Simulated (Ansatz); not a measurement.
**CH₄F₃GaO: one species, many methods**

One table from this session's results is given with a row withheld; the runs are named, their logs left out.

Computed with Ansatz 0.2.0, Gaussian basis. Level: functionals in def2-TZVPP, the program's frozen cores in correlated methods.

Levels to be run: LDA (SPW92), PBE-D4, revPBE-D4, BLYP-D4, r2SCAN-D4, B97M-V, PBE0-D4, B3LYP-D4, r2SCANh-D4, r2SCAN0-D4, HSE06-D4, BHLYP-D4, CAM-B3LYP-D4, LC-ωPBE, ωB97X-V, ωB97M-V, B2PLYP, PBE-QIDH; CCSD(T)/def2-SVP; CCSD(T)/def2-TZVPP; MP2/def2-QZVPP; extrapolation to the limit; RPA on PBE.

### The geometry

All runs share one geometry, relaxed beforehand with PBE0-D4 in a triple-zeta def2 set.

SMILES `C[OH+][Ga-]([F])([F])[F]`, 10 atoms, charge 0, spin multiplicity 1.

Atoms are counted from 1 here; the program's logs count them from 0.

Bond lengths: C1–O2 1.440 Å, C1–H7 1.089 Å, C1–H8 1.090 Å, C1–H9 1.087 Å, O2–Ga3 2.015 Å, O2–H10 0.965 Å, Ga3–F4 1.755 Å, Ga3–F5 1.742 Å, Ga3–F6 1.752 Å. Angles: O2–C1–H7 108.9°, O2–C1–H8 110.6°, O2–C1–H9 106.5°, H7–C1–H8 111.4°, H7–C1–H9 109.7°, H8–C1–H9 109.6°, C1–O2–Ga3 120.8°, C1–O2–H10 111.2°, Ga3–O2–H10 107.0°, O2–Ga3–F4 92.5°, O2–Ga3–F5 104.9°, O2–Ga3–F6 98.8°, F4–Ga3–F5 119.1°, F4–Ga3–F6 117.5°, F5–Ga3–F6 116.6°.

Set-up of the first run:

Contents of in.yaml:

```yaml
crystal:
  periodic: [false, false, false]
  atoms:
    - {symbol: C, position_ang: [0.555823, -0.886245, 0.994623]}
    - {symbol: O, position_ang: [0.568045, -0.345795, -0.340147]}
    - {symbol: Ga, position_ang: [-0.654204, 1.173326, -0.850038]}
    - {symbol: F, position_ang: [-1.003544, 0.467791, -2.418949]}
    - {symbol: F, position_ang: [0.342950, 2.598944, -0.764802]}
    - {symbol: F, position_ang: [-1.858534, 0.981285, 0.408427]}
    - {symbol: H, position_ang: [1.321825, -1.657059, 1.070662]}
    - {symbol: H, position_ang: [-0.430210, -1.280051, 1.239198]}
    - {symbol: H, position_ang: [0.795964, -0.062936, 1.662536]}
    - {symbol: H, position_ang: [0.444887, -1.040361, -0.998508]}
basis:
  gaussian: {orbitals: def2-TZVPP}
hamiltonian: {xc: lda}
output: {orbitals: {seedname: orbitals}}
```

Command:

```sh
> ansatz run in.yaml --threads 4 --pin off --events-out ev --progress --plain --max-ram 11315MiB
```

Steps of the session up to this table: LDA; PBE-D4 (GGA); revPBE-D4 (GGA); BLYP-D4 (GGA); r2SCAN-D4 (meta-GGA); B97M-V (meta-GGA); PBE0-D4 (hybrid); B3LYP-D4 (hybrid); r2SCANh-D4 (hybrid); r2SCAN0-D4 (hybrid); HSE06-D4 (hybrid); BHLYP-D4 (hybrid); CAM-B3LYP-D4 (range-separated); LC-ωPBE (range-separated); ωB97X-V (range-separated); ωB97M-V (range-separated); B2PLYP (double hybrid); PBE-QIDH (double hybrid).

One of the session's tables, all rows but one given; the rest of the session is left out.

It belongs to the step «Frontier levels by functional». 

```
  functional  HOMO (eV)  gap (eV)
 LDA (SPW92)      -8.77      6.65
      PBE-D4      -8.49      6.69
   revPBE-D4      -8.38      6.75
     BLYP-D4      -8.43      6.63
   r2SCAN-D4      -8.98      7.65
      B97M-V      -9.10      7.50
     PBE0-D4     -10.51      9.72
    B3LYP-D4     -10.24      9.07
  r2SCANh-D4      -9.76      8.77
  r2SCAN0-D4     -10.81     10.32
    HSE06-D4     -10.10      8.93
    BHLYP-D4     -12.28     12.30
CAM-B3LYP-D4     -12.05     12.13
     LC-ωPBE     -13.38     14.90
     ωB97X-V     -13.05     14.35
     ωB97M-V          ?         ?
```

Estimate the missing values for ωB97M-V.

**Answer.** HOMO (eV): -12.97; gap (eV): 13.92. In the column «HOMO (eV)» it lies between ωB97X-V (-13.05) and BHLYP-D4 (-12.28).
